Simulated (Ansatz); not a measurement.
# F on W(110): hop by a lattice vector of the surface

Aim: the minimum-energy path and barrier of the hop by a lattice vector of the surface. The ends are relaxed first, then joined by a nudged elastic band. The slab cell is 2×2, 4 layers thick, and the adsorbate is set down on it by hand.

Method: DFT PBEsol, plane waves, PAW, scalar-relativistic, no spin polarisation, in Ansatz 0.2.0.

## (1) The structure to begin with

The cell holds 17 atoms (FW16): a = 6.320 Å, b = 5.473 Å, c = 18.703 Å, α = 90.00°, β = 90.00°, γ = 54.74°.

Structure file:

```cif
data_structure
_symmetry_space_group_name_H-M 'P 1'
_symmetry_Int_Tables_number 1
_cell_length_a 6.3200
_cell_length_b 5.4733
_cell_length_c 18.7034
_cell_angle_alpha 90.000
_cell_angle_beta 90.000
_cell_angle_gamma 54.736
_cell_volume 528.25
loop_
_atom_site_label
_atom_site_type_symbol
_atom_site_fract_x
_atom_site_fract_y
_atom_site_fract_z
_atom_site_occupancy
W1 W 0.75000 0.50000 0.05347 1
W2 W 0.25000 0.50000 0.05347 1
W3 W 0.75000 0.00000 0.05347 1
W4 W 0.25000 0.00000 0.05347 1
W5 W 0.00000 0.00000 0.17293 1
W6 W 0.50000 0.00000 0.17293 1
W7 W 0.00000 0.50000 0.17293 1
W8 W 0.50000 0.50000 0.17293 1
W9 W 0.75000 0.50000 0.29240 1
W10 W 0.25000 0.50000 0.29240 1
W11 W 0.75000 0.00000 0.29240 1
W12 W 0.25000 0.00000 0.29240 1
W13 W 0.00000 0.00000 0.41187 1
W14 W 0.50000 0.00000 0.41187 1
W15 W 0.00000 0.50000 0.41187 1
W16 W 0.50000 0.50000 0.41187 1
F1 F 0.64700 0.17560 0.50276 1
```

## (2) End point A

Input file input.yaml:

```yaml
crystal:
  lattice:
    - [6.32, 0.0, 0.0]
    - [3.16, 4.468915, 0.0]
    - [0.0, 0.0, 18.703372]
  atoms:
    - { symbol: W, position: [-0.25, 0.5, 0.0534663] }
    - { symbol: W, position: [0.25, 0.5, 0.0534663] }
    - { symbol: W, position: [-0.25, 1.0, 0.0534663] }
    - { symbol: W, position: [0.25, 1.0, 0.0534663] }
    - { symbol: W, position: [0.0, 0.0, 0.1729345] }
    - { symbol: W, position: [0.5, 0.0, 0.1729345] }
    - { symbol: W, position: [0.0, 0.5, 0.1729345] }
    - { symbol: W, position: [0.5, 0.5, 0.1729345] }
    - { symbol: W, position: [-0.25, 0.5, 0.2924026] }
    - { symbol: W, position: [0.25, 0.5, 0.2924026] }
    - { symbol: W, position: [-0.25, 1.0, 0.2924026] }
    - { symbol: W, position: [0.25, 1.0, 0.2924026] }
    - { symbol: W, position: [0.0, 0.0, 0.4118708] }
    - { symbol: W, position: [0.5, 0.0, 0.4118708] }
    - { symbol: W, position: [0.0, 0.5, 0.4118708] }
    - { symbol: W, position: [0.5, 0.5, 0.4118708] }
    - { symbol: F, position: [0.6469962, 0.1756017, 0.5027635] }
basis:
  ecutwfc: 420.0
kpoints:
  mp_grid: { grid: [3, 4, 1] }
hamiltonian:
  xc: pbesol
scf:
  occupations: { method: gaussian, width: 0.1 }
  lower_state_search: "off"
relax:
  f_tol: 0.03
  max_steps: 60
  adjacent_minimum: "off"
  constraints: [{ sites: [0, 1, 2, 3] }]
```

The run is started by

```
ansatz run input.yaml --threads 4 --pin off --max-ram 10240MiB --backend cpu --events-out ev --progress --plain --runs-dir out
```

Output, cut to the lines that bear on the results:

```text
Warning: RAYON_NUM_THREADS=4 ignored (pool sized by the plan → 4); use --threads N
[...]
Pseudopotentials: kind: paw
Pseudopotential: W, paw, valence charge 14, recommended cutoff 420 eV (normal), W.paw.azcp
Pseudopotential: F, paw, valence charge 7, recommended cutoff 420 eV (normal), F.paw.azcp
Functional definition: PBEsol
[...]
Crystal: 17 atoms, lattice volume = 528.249 Å³
Basis set: ecut = 420 eV, 10351 PW (Γ), exchange–correlation on 90×80×256 points (8 copies of the dense FFT grid, shifted against one another)
Bands: 139, of which v1, the nominal top of the filled ones, is band 116 counted from 1 (115 counted from 0)
Symmetry: 1 space group operations
Space group: P1 (ITA 1), of the structure as read, at distance tolerance 8.1e-5 Å
k-points: 7 of 12 (time reversal used)
[...]
SCF iter   1: F=—  HF=-164893.987585 eV  |F-HF|=—  |Δ(HF+E_count)|=         —  Δρ=1.12e-2  dr2=7.62e0  ethr=1.77e-3  ⟨swp⟩=9.4  Hψ=4777  notcnv=0
[...]
relax step   1: F+E_penalty+E_count = -164893.65105612 eV  Δ(F+E_penalty+E_count) = +0.000e0 eV  max|allowed force component| = 1.335e0 eV/Å  Δτ_max = 0.0000 Å  (7 SCF iters, dr2 threshold 2.25e-5 eV, accepted)
[...]
relax step   3: F+E_penalty+E_count = -164894.02572737 eV  Δ(F+E_penalty+E_count) = -2.394e-1 eV  max|allowed force component| = 3.453e-1 eV/Å  Δτ_max = 0.1842 Å  (7 SCF iters, dr2 threshold 1.00e-4 eV, accepted)
[...]
relax step   4: F+E_penalty+E_count = -164894.03548917 eV  Δ(F+E_penalty+E_count) = -9.762e-3 eV  max|allowed force component| = 4.787e-1 eV/Å  Δτ_max = 0.2000 Å  (7 SCF iters, dr2 threshold 7.45e-6 eV, accepted)
[...]
SCF iter   4: F=—  HF=-164894.096991 eV  |F-HF|=—  |Δ(HF+E_count)|=   5.42e-4  Δρ=1.84e-4  dr2=3.01e-4  ethr=2.71e-6  ⟨swp⟩=3.0  Hψ=1648  notcnv=0  defer=90
```

## (3) The output, continued: end point A relaxed

The log, continued:

```text
SCF iter   5: F=—  HF=-164894.096992 eV  |F-HF|=—  |Δ(HF+E_count)|=   1.13e-6  Δρ=7.79e-5  dr2=6.77e-5  ethr=1.30e-7  ⟨swp⟩=2.9  Hψ=1605  notcnv=0  defer=90
SCF iter   6: F=-164894.097000 eV  HF=-164894.097000 eV  |F-HF|=6.15e-7  |Δ(HF+E_count)|=   7.96e-6  Δρ=2.68e-5  dr2=6.89e-6  ethr=6.20e-9  ⟨swp⟩=4.0  Hψ=4009  notcnv=0
SCF 5 converged in 6 iterations: F = -164894.097000 eV  dr2 = 6.89e-6
relax step   5: F+E_penalty+E_count = -164894.09700024 eV  Δ(F+E_penalty+E_count) = -6.151e-2 eV  max|allowed force component| = 2.826e-1 eV/Å  Δτ_max = 0.2000 Å  (6 SCF iters, dr2 threshold 1.43e-5 eV, accepted)
SCF iter   1: F=—  HF=-164894.144174 eV  |F-HF|=—  |Δ(HF+E_count)|=         —  Δρ=5.77e-3  dr2=8.37e-2  ethr=4.32e-4  ⟨swp⟩=4.1  Hψ=2185  notcnv=0  defer=95
preconditioner: auto → LDOS  [metal: Δε(μ)=0.040 eV  Ē_g=4.905 eV  σ=0.100 eV  W_gap=0.22  n_scr=114 (ndim 8)  ℏωp=16.2 eV  f_vac=0.433  D(μ)=8.98/eV (n_scr^D=52)  β→1.0]
SCF iter   2: F=—  HF=-164894.130653 eV  |F-HF|=—  |Δ(HF+E_count)|=   1.35e-2  Δρ=1.42e-3  dr2=1.87e-2  ethr=3.62e-5  ⟨swp⟩=3.0  Hψ=1765  notcnv=0  defer=95
SCF iter   3: F=—  HF=-164894.128648 eV  |F-HF|=—  |Δ(HF+E_count)|=   2.01e-3  Δρ=6.09e-4  dr2=5.75e-3  ethr=8.10e-6  ⟨swp⟩=3.0  Hψ=1643  notcnv=0  defer=95
SCF iter   4: F=—  HF=-164894.127411 eV  |F-HF|=—  |Δ(HF+E_count)|=   1.24e-3  Δρ=1.54e-4  dr2=2.03e-4  ethr=2.49e-6  ⟨swp⟩=3.1  Hψ=1674  notcnv=0  defer=95
SCF iter   5: F=—  HF=-164894.127372 eV  |F-HF|=—  |Δ(HF+E_count)|=   3.90e-5  Δρ=5.28e-5  dr2=3.71e-5  ethr=8.80e-8  ⟨swp⟩=2.7  Hψ=1767  notcnv=0  defer=95
SCF iter   6: F=-164894.127368 eV  HF=-164894.127369 eV  |F-HF|=6.87e-7  |Δ(HF+E_count)|=   3.77e-6  Δρ=1.75e-5  dr2=2.58e-6  ethr=1.20e-8  ⟨swp⟩=5.1  Hψ=3258  notcnv=0
SCF 6 converged in 6 iterations: F = -164894.127368 eV  dr2 = 2.58e-6
relax step   6: F+E_penalty+E_count = -164894.12736784 eV  Δ(F+E_penalty+E_count) = -3.037e-2 eV  max|allowed force component| = 2.473e-1 eV/Å  Δτ_max = 0.2000 Å  (6 SCF iters, dr2 threshold 2.78e-5 eV, accepted)
SCF iter   1: F=—  HF=-164894.154713 eV  |F-HF|=—  |Δ(HF+E_count)|=         —  Δρ=6.42e-3  dr2=1.00e-1  ethr=4.03e-4  ⟨swp⟩=4.6  Hψ=2185  notcnv=0  defer=92
preconditioner: auto → LDOS  [metal: Δε(μ)=0.037 eV  Ē_g=4.902 eV  σ=0.100 eV  W_gap=0.20  n_scr=114 (ndim 8)  ℏωp=16.2 eV  f_vac=0.433  D(μ)=8.19/eV (n_scr^D=46)  β→1.0]
SCF iter   2: F=—  HF=-164894.143965 eV  |F-HF|=—  |Δ(HF+E_count)|=   1.07e-2  Δρ=1.93e-3  dr2=5.05e-2  ethr=4.35e-5  ⟨swp⟩=3.1  Hψ=1846  notcnv=0  defer=92
SCF iter   3: F=—  HF=-164894.135637 eV  |F-HF|=—  |Δ(HF+E_count)|=   8.33e-3  Δρ=7.20e-4  dr2=8.90e-3  ethr=2.19e-5  ⟨swp⟩=2.7  Hψ=1626  notcnv=0  defer=92
SCF iter   4: F=—  HF=-164894.134599 eV  |F-HF|=—  |Δ(HF+E_count)|=   1.04e-3  Δρ=1.52e-4  dr2=2.40e-4  ethr=3.85e-6  ⟨swp⟩=3.0  Hψ=1592  notcnv=0  defer=92
SCF iter   5: F=—  HF=-164894.134572 eV  |F-HF|=—  |Δ(HF+E_count)|=   2.69e-5  Δρ=7.31e-5  dr2=8.23e-5  ethr=1.04e-7  ⟨swp⟩=2.9  Hψ=1864  notcnv=0  defer=90
SCF iter   6: F=-164894.134561 eV  HF=-164894.134561 eV  |F-HF|=4.57e-7  |Δ(HF+E_count)|=   1.09e-5  Δρ=2.11e-5  dr2=3.23e-6  ethr=9.22e-9  ⟨swp⟩=3.4  Hψ=3879  notcnv=0
SCF 7 converged in 6 iterations: F = -164894.134561 eV  dr2 = 3.23e-6
relax step   7: F+E_penalty+E_count = -164894.13456063 eV  Δ(F+E_penalty+E_count) = -7.193e-3 eV  max|allowed force component| = 2.451e-1 eV/Å  Δτ_max = 0.1977 Å  (6 SCF iters, dr2 threshold 2.13e-5 eV, accepted)
SCF iter   1: F=—  HF=-164894.143377 eV  |F-HF|=—  |Δ(HF+E_count)|=         —  Δρ=1.82e-3  dr2=1.11e-2  ethr=2.97e-5  ⟨swp⟩=3.0  Hψ=1960  notcnv=0  defer=92
preconditioner: auto → LDOS  [metal: Δε(μ)=0.030 eV  Ē_g=4.896 eV  σ=0.100 eV  W_gap=0.17  n_scr=114 (ndim 8)  ℏωp=16.2 eV  f_vac=0.433  D(μ)=8.87/eV (n_scr^D=52)  β→1.0]
SCF iter   2: F=—  HF=-164894.142999 eV  |F-HF|=—  |Δ(HF+E_count)|=   3.78e-4  Δρ=6.87e-4  dr2=6.23e-3  ethr=4.80e-6  ⟨swp⟩=3.0  Hψ=2013  notcnv=0  defer=93
SCF iter   3: F=—  HF=-164894.141792 eV  |F-HF|=—  |Δ(HF+E_count)|=   1.21e-3  Δρ=2.27e-4  dr2=7.07e-4  ethr=2.70e-6  ⟨swp⟩=2.3  Hψ=1629  notcnv=0  defer=93
SCF iter   4: F=—  HF=-164894.141650 eV  |F-HF|=—  |Δ(HF+E_count)|=   1.43e-4  Δρ=5.38e-5  dr2=2.79e-5  ethr=3.06e-7  ⟨swp⟩=2.9  Hψ=1611  notcnv=0  defer=93
SCF iter   5: F=-164894.141643 eV  HF=-164894.141645 eV  |F-HF|=1.82e-6  |Δ(HF+E_count)|=   5.29e-6  Δρ=1.99e-5  dr2=3.76e-6  ethr=1.21e-8  ⟨swp⟩=5.0  Hψ=3219  notcnv=0
SCF 8 converged in 5 iterations: F = -164894.141643 eV  dr2 = 3.76e-6
relax step   8: F+E_penalty+E_count = -164894.14164284 eV  Δ(F+E_penalty+E_count) = -7.082e-3 eV  max|allowed force component| = 1.332e-2 eV/Å  Δτ_max = 0.0383 Å  (5 SCF iters, dr2 threshold 4.60e-5 eV, accepted)
iter 1 solved again at ethr=1.62e-9 eV; its pass at ethr=3.10e-3 eV (dr2=3.75e-6 eV) is discarded
SCF iter   1: F=—  HF=-164894.141667 eV  |F-HF|=—  |Δ(HF+E_count)|=         —  Δρ=1.99e-5  dr2=3.75e-6  ethr=1.62e-9  ⟨swp⟩=2.1  Hψ=2327  notcnv=0  defer=93
preconditioner: auto → LDOS  [metal: Δε(μ)=0.031 eV  Ē_g=4.895 eV  σ=0.100 eV  W_gap=0.17  n_scr=114 (ndim 8)  ℏωp=16.2 eV  f_vac=0.433  D(μ)=8.77/eV (n_scr^D=52)  β→1.0]
SCF iter   2: F=—  HF=-164894.141647 eV  |F-HF|=—  |Δ(HF+E_count)|=   2.09e-5  Δρ=2.34e-5  dr2=8.68e-6  ethr=1.62e-9  ⟨swp⟩=2.3  Hψ=1616  notcnv=0  defer=93
SCF iter   3: F=—  HF=-164894.141645 eV  |F-HF|=—  |Δ(HF+E_count)|=   1.32e-6  Δρ=5.42e-6  dr2=4.11e-7  ethr=1.62e-9  ⟨swp⟩=2.9  Hψ=1575  notcnv=0  defer=93
SCF iter   4: F=-164894.141645 eV  HF=-164894.141645 eV  |F-HF|=6.35e-8  |Δ(HF+E_count)|=   2.40e-8  Δρ=2.61e-6  dr2=7.97e-8  ethr=4.33e-11  ⟨swp⟩=4.0  Hψ=3901  notcnv=0
SCF 9 converged in 4 iterations: F = -164894.141645 eV  dr2 = 7.97e-8
relax step   9: F+E_penalty+E_count = -164894.14164514 eV  Δ(F+E_penalty+E_count) = -2.300e-6 eV  max|allowed force component| = 1.289e-2 eV/Å  Δτ_max = 0.0000 Å  (4 SCF iters, accepted)
SCF converged after 4 iterations
Free energy (F): -164894.141645 eV
Harris-Foulkes:  -164894.141645 eV  (|F-HF|=6.35e-8)
Internal energy: -164894.097812 eV  (E = F + TS)
E sigma→0 (E₀):  -164894.119728 eV
Entropy (-TS):   -0.043833 eV (-2.578 meV/atom)
Fermi energy:    8.459590 eV
--- Per-component energies (eV) ---
  E_band       = -4469.133137
  E_kinetic    = 7387.958227
  E_local      = -154454.395102  (includes V_loc(G=0)·N_el)
  E_nonlocal   = 134.147063
  E_hartree    = 74231.087334
  E_xc         = -4306.435924
  E_vxc        = -3899.195092  (∫ρ·V_xc dr)
  E_paw        = -135171.171363  (= ΣΔE_a)
  E_vpaw       = -2099.816329  (= ΣTr[D̂ρ^β])
  E_aug_tail   = 0.001062  (compensation charges beyond the density's cutoff)
  E_ewald      = 47281.119773
  E_core_change = 3.591118  (= ΣΔE_core)
  E_smearing   = -0.043833  (= −TS)
  E_closure    = -0.000000  (closes the sum)
  Σ components = -164894.141645   (vs F -164894.141645, Δ=0.00e0)
--- Forces (eV/Å), atoms counted from 1 ---
  atom   1  W      0.03521273    -0.06213583    -0.00721334
  atom   2  W      0.10341588    -0.03533064     0.00648461
  atom   3  W     -0.09531429     0.03931547     0.00820302
  atom   4  W     -0.02759687     0.06832665    -0.00665549
  atom   5  W     -0.00768946     0.01187578    -0.00283604
  atom   6  W     -0.00916763    -0.00642760    -0.00405279
  atom   7  W      0.01288831    -0.00187810    -0.00161997
  atom   8  W      0.01008265    -0.00202057     0.00282677
  atom   9  W     -0.01138669     0.00550195    -0.00646766
  atom  10  W     -0.00478855    -0.00818344     0.00009501
  atom  11  W     -0.00056703     0.00040783     0.01077446
  atom  12  W     -0.00009282    -0.00638951    -0.00528998
  atom  13  W     -0.00544595    -0.00467415    -0.00481742
  atom  14  W      0.00136986     0.00275737     0.00805230
  atom  15  W      0.00052620     0.00217382    -0.00869954
  atom  16  W     -0.00206548     0.00138072     0.00852220
  atom  17  F      0.00055090    -0.00461626     0.00268078
  max |Σ_I F_I| component: 8.35e-5 eV/Å
--- Relaxed structure (9 steps of the walk, 9 accepted, 0 SCFs on fresh bases) ---
  F+E_penalty+E_count = -164894.14164514 eV   max|allowed force component| = 1.289e-2 eV/Å
  atoms:
    - { symbol: W, position: [-0.24999999999999997, 0.49999999999999994, 0.053466299999999994] }
    - { symbol: W, position: [0.24999999999999997, 0.49999999999999994, 0.053466299999999994] }
    - { symbol: W, position: [-0.24999999999999997, 0.9999999999999999, 0.053466299999999994] }
    - { symbol: W, position: [0.25000000000000006, 0.9999999999999999, 0.053466299999999994] }
    - { symbol: W, position: [7.166761453960126e-5, 0.0011012154493857198, 0.16942967663977115] }
    - { symbol: W, position: [0.5008727737465902, -0.00020276860837024633, 0.16931264231303259] }
    - { symbol: W, position: [0.0002636994202105114, 0.49912391461130573, 0.16943118829590614] }
    - { symbol: W, position: [0.4993951574841389, 0.5006963629954684, 0.16929580258297877] }
    - { symbol: W, position: [-0.2519810254449563, 0.5042558779015419, 0.28914529268313766] }
    - { symbol: W, position: [0.2515905473527947, 0.4979901770182539, 0.28894282740446026] }
    - { symbol: W, position: [-0.25106354243615897, 1.0028794302102668, 0.28891308472232713] }
    - { symbol: W, position: [0.25265687251743074, 0.9964720898520851, 0.2891457378966448] }
    - { symbol: W, position: [0.007630106357986851, -0.005884886072780391, 0.40232036129730153] }
    - { symbol: W, position: [0.5068148875474818, -0.006609135011182919, 0.4073744552043205] }
    - { symbol: W, position: [-0.007066189300216269, 0.5070229413946096, 0.4023372591882446] }
    - { symbol: W, position: [0.4938897047063946, 0.5073671518342218, 0.40736914483256514] }
    - { symbol: F, position: [0.4995453469288396, 0.2509823204788785, 0.4937792466337979] }
```

Wall time 79 s (4 threads of AMD EPYC 7R43 (Zen 3), shared host); peak memory 1.7 GiB.

Relaxation path:

```
step  energy from step 1 (eV/cell)  largest force component (eV/Å)
   1                        0.0000                          1.3346
   2                       -0.1352                          1.5091
   3                       -0.3747                          0.3453
   4                       -0.3844                          0.4787
   5                       -0.4459                          0.2826
   6                       -0.4763                          0.2473
   7                       -0.4835                          0.2451
   8                       -0.4906                          0.0133
   9                       -0.4906                          0.0129
```

Step 1 is the start. Step 9 solves the same geometry again. 4 atoms are held fixed.

The atom that moved most is F17, by 0.79 Å.

## (4) Nudged elastic band

crystal.atoms is end A as relaxed above, and neb.final_atoms is the same geometry shifted by the lattice vector, with the slab's atoms relabelled. With 7 inner images the band has 9 in all.

Input file input.yaml:

```yaml
crystal:
  lattice:
    - [6.32, 0.0, 0.0]
    - [3.16, 4.468915, 0.0]
    - [0.0, 0.0, 18.703372]
  atoms:
    - { symbol: W, position: [-0.25, 0.5, 0.0534663] }
    - { symbol: W, position: [0.25, 0.5, 0.0534663] }
    - { symbol: W, position: [-0.25, 1.0, 0.0534663] }
    - { symbol: W, position: [0.25, 1.0, 0.0534663] }
    - { symbol: W, position: [7.167e-05, 0.00110122, 0.16942968] }
    - { symbol: W, position: [0.50087277, -0.00020277, 0.16931264] }
    - { symbol: W, position: [0.0002637, 0.49912391, 0.16943119] }
    - { symbol: W, position: [0.49939516, 0.50069636, 0.1692958] }
    - { symbol: W, position: [-0.25198103, 0.50425588, 0.28914529] }
    - { symbol: W, position: [0.25159055, 0.49799018, 0.28894283] }
    - { symbol: W, position: [-0.25106354, 1.00287943, 0.28891308] }
    - { symbol: W, position: [0.25265687, 0.99647209, 0.28914574] }
    - { symbol: W, position: [0.00763011, -0.00588489, 0.40232036] }
    - { symbol: W, position: [0.50681489, -0.00660914, 0.40737446] }
    - { symbol: W, position: [-0.00706619, 0.50702294, 0.40233726] }
    - { symbol: W, position: [0.4938897, 0.50736715, 0.40736914] }
    - { symbol: F, position: [0.49954535, 0.25098232, 0.49377925] }
basis:
  ecutwfc: 420.0
kpoints:
  mp_grid: { grid: [3, 4, 1] }
hamiltonian:
  xc: pbesol
scf:
  occupations: { method: gaussian, width: 0.1 }
  lower_state_search: "off"
neb:
  images: 7
  f_tol: 0.05
  initial_path: linear
  max_iterations: 42
  constraints: [{ sites: [0, 1, 2, 3] }]
  final_atoms:
    - { symbol: W, position: [-0.25, 0.5, 0.0534663] }
    - { symbol: W, position: [0.25, 0.5, 0.0534663] }
    - { symbol: W, position: [-0.25, 1.0, 0.0534663] }
    - { symbol: W, position: [0.25, 1.0, 0.0534663] }
    - { symbol: W, position: [0.00026371, -0.00087611, 0.16943119] }
    - { symbol: W, position: [0.49939517, 0.00069634, 0.1692958] }
    - { symbol: W, position: [7.168e-05, 0.5011012, 0.16942968] }
    - { symbol: W, position: [0.50087278, 0.49979721, 0.16931264] }
    - { symbol: W, position: [-0.25106353, 0.50287941, 0.28891308] }
    - { symbol: W, position: [0.25265688, 0.49647207, 0.28914574] }
    - { symbol: W, position: [-0.25198102, 1.00425586, 0.28914529] }
    - { symbol: W, position: [0.25159056, 0.99799016, 0.28894283] }
    - { symbol: W, position: [-0.00706618, 0.00702292, 0.40233726] }
    - { symbol: W, position: [0.49388971, 0.00736713, 0.40736914] }
    - { symbol: W, position: [0.00763012, 0.49411509, 0.40232036] }
    - { symbol: W, position: [0.5068149, 0.49339084, 0.40737446] }
    - { symbol: F, position: [0.49954536, 0.7509823, 0.49377925] }
  order_check: true
```

The run is started by

```
ansatz run input.yaml --threads 4 --pin off --max-ram 10240MiB --backend cpu --events-out ev --progress --plain --runs-dir out
```

Output, cut to the lines that bear on the results:

```text
Warning: neb: disabling space-group detection — the band's intermediate images generally break the endpoint symmetry, so no spatial operation reduces the k-mesh or symmetrises the density, except that a semilocal band can use its path's symmetry ahead of convergence; time reversal is [...]
Warning: RAYON_NUM_THREADS=4 ignored (pool sized by the plan → 4); use --threads N
[...]
[... 4 set-up lines as earlier in the session ...]
[...]
parallel-image band execution: 4 concurrent image workers
NEB image 0
Crystal: 17 atoms, lattice volume = 528.249 Å³
Basis set: ecut = 420 eV, 10351 PW (Γ), exchange–correlation on 90×80×256 points (8 copies of the dense FFT grid, shifted against one another)
Bands: 139, of which v1, the nominal top of the filled ones, is band 116 counted from 1 (115 counted from 0)
[... 1 set-up line as earlier in the session ...]
[...]
NEB end point (image 8): max|allowed force component| = 1.294e-2 eV/Å (the criterion of neb.relax_end_points is 1.000e-2)
NEB image 1
[...]
SCF iter   2: F=—  HF=-164894.114728 eV  |F-HF|=—  |Δ(HF+E_count)|=   1.74e-1  Δρ=8.08e-3  dr2=2.72e0  ethr=1.77e-3  ⟨swp⟩=2.4  Hψ=1335  notcnv=0  defer=93
[...]
NEB image 2
[...]
NEB image 3
[...]
NEB image 4
[...]
NEB image 5
[...]
NEB image 6
[...]
NEB image 7
[...]
NEB iter   1: max|band force component| = 1.421e1 eV/Å  barrier→ = 1.8814 eV  barrier← = 1.8814 eV  Δτ_max = 0.2000 Å  (90 SCF iters)
[...]
NEB iter   6: max|band force component| = 2.462e-1 eV/Å  barrier→ = 0.1449 eV  barrier← = 0.1449 eV  CI = image 6  Δτ_max = 0.0506 Å  (54 SCF iters)
[...]
NEB iter   7: max|band force component| = 6.336e-2 eV/Å  barrier→ = 0.1456 eV  barrier← = 0.1456 eV  CI = image 6  Δτ_max = 0.0160 Å  (47 SCF iters)
NEB image 1
[...]
NEB image 2
[...]
NEB image 3
[...]
NEB image 4
[...]
NEB image 5
[...]
NEB image 6
[...]
NEB image 7
[...]
NEB image 1
NSCF: frozen V_eff on 7 k-points
NEB image 2
NSCF: frozen V_eff on 7 k-points
NEB image 3
NSCF: frozen V_eff on 7 k-points
NEB image 4
NSCF: frozen V_eff on 7 k-points
NEB image 5
NSCF: frozen V_eff on 7 k-points
```

## (5) More of the same log: band between the two ends

The log, continued, cut to the lines that bear on the results:

```text
NEB image 7
NSCF: frozen V_eff on 7 k-points
NEB image 6
NSCF: frozen V_eff on 7 k-points
[...]
NEB image 6, as the band closes
NEB point 1 about image 6
[...]
NEB point 2 about image 6
[...]
NEB point 3 about image 6
[...]
NEB point 4 about image 6
[...]
NEB point 5 about image 6
[...]
NEB point 6 about image 6
[...]
NEB point 7 about image 6
[...]
NEB point 8 about image 6
[...]
NEB point 9 about image 6
[...]
NEB point 10 about image 6
[...]
NEB point 11 about image 6
[...]
NEB point 12 about image 6
[...]
NEB point 13 about image 6
[...]
NEB point 14 about image 6
[...]
NEB point 15 about image 6
[...]
NEB point between images 0 and 1
[...]
NEB point between images 1 and 2
[...]
NEB point between images 2 and 3
[...]
NEB point between images 3 and 4
[...]
NEB point between images 4 and 5
[...]
NEB point between images 5 and 6
[...]
NEB point between images 6 and 7
[...]
    - { symbol: W, position: [5.6058959105986794e-5, 0.5009232460050987, 0.16989753506878252] }
    - { symbol: W, position: [0.5005583566414348, 0.49989073334412765, 0.16920227849896052] }
    - { symbol: W, position: [-0.24991887773673954, 0.49942808198339705, 0.28877834119532536] }
    - { symbol: W, position: [0.2508518137426043, 0.49871826458556245, 0.2886840953227984] }
    - { symbol: W, position: [-0.252951665278497, 1.0058558165267, 0.2892620654977231] }
    - { symbol: W, position: [0.25289309896399176, 0.9952700926285273, 0.28921423053231493] }
    - { symbol: W, position: [-0.0024004884331899562, 0.007906114724783052, 0.40231079283575233] }
    - { symbol: W, position: [0.4972273051038462, 0.0076830841229932065, 0.4039408584855282] }
    - { symbol: W, position: [0.0023087307709707128, 0.5016501892271278, 0.40255167446475004] }
    - { symbol: W, position: [0.5061173903382565, 0.49344600248079107, 0.4112699250766776] }
    - { symbol: F, position: [0.4629306003250569, 0.6725873321296351, 0.504960019124868] }
```

It took 19 min on 4 threads of AMD EPYC 7R43 (Zen 3), shared host; peak memory 4.7 GiB.

(Part 1 of 2 ends here.)
